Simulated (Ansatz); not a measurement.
# BrLi: the cost of one run

All numbers are computed with Ansatz 0.2.0 through its Python package. Level of theory: CCSD(T)/def2-SVP.

## 1. Starting point

Bond lengths: Li1–Br2 2.332 Å.

Input file brli.xyz:

```xyz
2

Li   -0.97870    0.30040   -0.51140
Br    1.00810   -0.36060    0.51540
```

## 2. The code

Contents of scan_brli.py:

```python
# -*- coding: utf-8 -*-
import logging
import sys
import warnings

import ansatz as az
import numpy as np

logging.basicConfig(stream=sys.stdout, format="%(name)s: %(message)s")
log = logging.getLogger("run")
log.setLevel(logging.INFO)

warnings.simplefilter("ignore", az.DeckWarning)

system = az.Crystal.molecule_from_extxyz("brli.xyz")

symbols = [site.symbol for site in system.cartesian_sites]
start = np.array([site.position_ang for site in system.cartesian_sites])
axis = (start[1] - start[0]) / np.linalg.norm(start[1] - start[0])
moving = [1]
lengths, energies = [1.98, 2.15, 2.33, 2.57, 2.92, 3.5, 4.2, 5.13], []
for length in lengths:
    xyz = start.copy()
    xyz[moving] += (length - np.linalg.norm(start[1] - start[0])) * axis
    point = az.Crystal.molecule()
    for symbol, xyz in zip(symbols, xyz):
        point = point.atom(symbol, xyz.tolist())
    calc = (
        point.calculation()
        .basis(gaussian="def2-SVP")
        .correlation("ccsd_t")
    )
    summary = calc.run().report
    energies.append(summary["free_energy_ev"])
    log.info(f"r = {length:6.3f} A  E = {energies[-1]:.5f} eV  <S^2> = {abs(summary['mean_field']['state']['spin_squared']):.3f}")

print("energy above the lowest point (eV):", [round(e - min(energies), 3) for e in energies])
```

## 3. The calls as engine input

The package turns the script's settings into the engine's input (first run):

```yaml
crystal:
  periodic: [false, false, false]
  atoms:
    - { symbol: Li, position_ang: [-0.9787, 0.3004, -0.5114] }
    - { symbol: Br, position_ang: [0.7081452563991842, -0.26080631894496714, 0.3603801033172349] }
basis:
  gaussian:
    orbitals: def2-SVP
correlation:
  method: ccsd_t
```

## 4. The run

Started as:

```bash
> python scan_brli.py
```

**Question.** How long does this script take on 1 thread of Arm Neoverse V2, shared host, and how much memory does it need?

About 3.6 s, with a peak of 0.16 GiB.
